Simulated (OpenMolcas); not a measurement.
**Ti³⁺ with 2 ligands (sulfide): CASSCF and CASPT2 levels, g values and susceptibility**

Aim: the ligand-field states of Ti³⁺ in this surrounding, its lowest levels with spin-orbit coupling and its magnetic susceptibility.

Method: state-averaged CASSCF and CASPT2, spin-orbit coupling by RASSI with atomic mean-field integrals. Code: OpenMolcas 26.06.

## Step 1: The atom as given

```
Species                           : Ti³⁺ (titanium, Z = 22, 19 electrons)
Basis                             : ANO-RCC-VDZP [5s4p2d1f], 70 functions with the ligands
Scalar Hamiltonian                : DKH2, point nucleus
Inactive shells                   : 1s 2s 2p 3s 3p of the metal, and all ligand shells
Active space                      : 1 electron in 5 orbitals (3d)
Some configurations of this space : 3d
Orbitals                          : optimised for each spin and parity, averaged over all roots
```

Outer shells as boxes (Hund's rule):

3d
```
3d [↑ ][  ][  ][  ][  ]
```

Ti³⁺ is taken with 2 ligands (sulfide) in linear coordination (D∞h) at 2.34 Å. A charge of +0.5 e stands 2.4 Å behind each ligand. Ligand basis ANO-RCC-VDZP.

```xyz
3

Ti    0.0000    0.0000    0.0000
S     0.0000    0.0000    2.3400
S     0.0000    0.0000   -2.3400
```

The work runs as a chain of OpenMolcas steps in one folder; each step below is one input file. The outputs are cut to the sections that carry results. Labels, J, g values, rates, χT and fits are worked out afterwards by a script from the matrices that RASSI stores. The input lists half of the charges; inversion (Group=XYZ) makes the rest.

## Step 2: GATEWAY and SEWARD: basis and integrals

a.inp reads:

```
&GATEWAY
Coord
3

Ti 0.0 0.0 0.0
S 0.000000 0.000000 2.340000
S 0.000000 0.000000 -2.340000
Basis=Ti.ANO-RCC-VDZP,S.ANO-RCC-VDZP
Group=XYZ
NoMove
AngMom=0.0 0.0 0.0
AMFI
RICD
XField
1 Angstrom 0
0.000000 0.000000 4.740000 0.500000
&SEWARD
```

On the command line:

```
$ OMP_NUM_THREADS=1 MOLCAS_MEM=2457 MOLCAS_PROJECT=a pymolcas a.inp > a.log
```

## Step 3: CASSCF: doublets of even parity, 5 roots

a.inp reads:

```
&RASSCF
FileOrb=start.orb
Symmetry=1
Spin=2
nActEl=1 0 0
Inactive=12 15
Ras2=5 0
CIRoot=5 5 1
SDav=5
CIMx=300
Iter=150 100
PrWF=0.3
OrbListing=Nothing
MaxOrb=0
LevShft=1.0
>>> COPY $Project.JobIph JOB001
```

start.orb holds start orbitals that the driver prepared beforehand, or those of the step before.

## Step 4: State interaction with spin-orbit coupling

a.inp reads:

```
&RASSI
NrOfJobIphs=1 5
1 2 3 4 5
IphNames
JOB001
EJob
SpinOrbit
DIPRint=1.0
SOCoupling=1000.0
Subsets=2
Property=9
'ANGMOM' 1 'ANGMOM' 2 'ANGMOM' 3 'MLTPL  1' 1 'MLTPL  1' 2 'MLTPL  1' 3
'AMFI' 1 'AMFI' 2 'AMFI' 3
SOProperty=3
'ANGMOM' 1 'ANGMOM' 2 'ANGMOM' 3
```

## Step 5: CASPT2: IPEA 0.25, imaginary shift 0.1 (closed shells correlated: 3s 3p of the metal, with ligand shells; the Frozen line counts the rest)

a.inp reads:

```
>>> COPY JOB001 $Project.JobIph
&CASPT2
Multistate=5 1 2 3 4 5
NoMult
Frozen=7 8
IPEA=0.25
Imaginary=0.1
MaxIter=60
WThr=0.0 0.3 0.05
PrWF=0.5
NoMix
```

## Step 6: CASPT2: IPEA 0.25, sigma2 regulariser 0.3 (closed shells correlated: 3s 3p of the metal, with ligand shells; the Frozen line counts the rest)

Changes to a.inp since step 5:

```diff
@@ -6,3 +6,3 @@
 IPEA=0.25
-Imaginary=0.1
+Sig2=0.3
 MaxIter=60
```

(Steps that only read results are left out.)

**Question.** What will these runs give? Wanted: spin-free ground state; first state of the same spin; lowest level; next level.

The runs gave:

| quantity | value |
| --- | --- |
| method | SS-CASPT2, IPEA 0.25, imaginary shift 0.1 (closed shells correlated: 3s 3p of the metal, with ligand shells; the Frozen line counts the rest) |
| spin-free ground state | 2Delta, 2-fold in its orbital part |
| first state of the same spin | 2Sigma at 7090 cm⁻¹ |
| lowest level | 2-fold, g = 0.00, 0.00, 2.00 |
| next level | 260.9 cm⁻¹ |
| χT at 300 K | 0.57 cm³ K/mol |
| effective moment at 300 K | 2.14 μB |

Cost by method:

```
                                                 method  time of its own steps  time with the reference
                                              A. CASSCF                  2.9 s                    2.9 s
   B. SS-CASPT2, IPEA 0.25, imaginary shift 0.1, +3s 3p                  1.2 s                    4.1 s
C. SS-CASPT2, IPEA 0.25, sigma2 regulariser 0.3, +3s 3p                  1.2 s                    4.1 s
```

Times are of one thread on a shared host.

In words: The spin-free ground state (2Delta) is 2-fold and keeps the highest spin of the shell. χT at 300 K is 0.57, against 0.38 cm³ K/mol for the spin alone, so orbital moment adds to it. The bonds are covalent and no ligand orbital is active, so the numbers are rough. Bare point charges leave oxide and sulfide ligands too diffuse, so the field comes out too small.
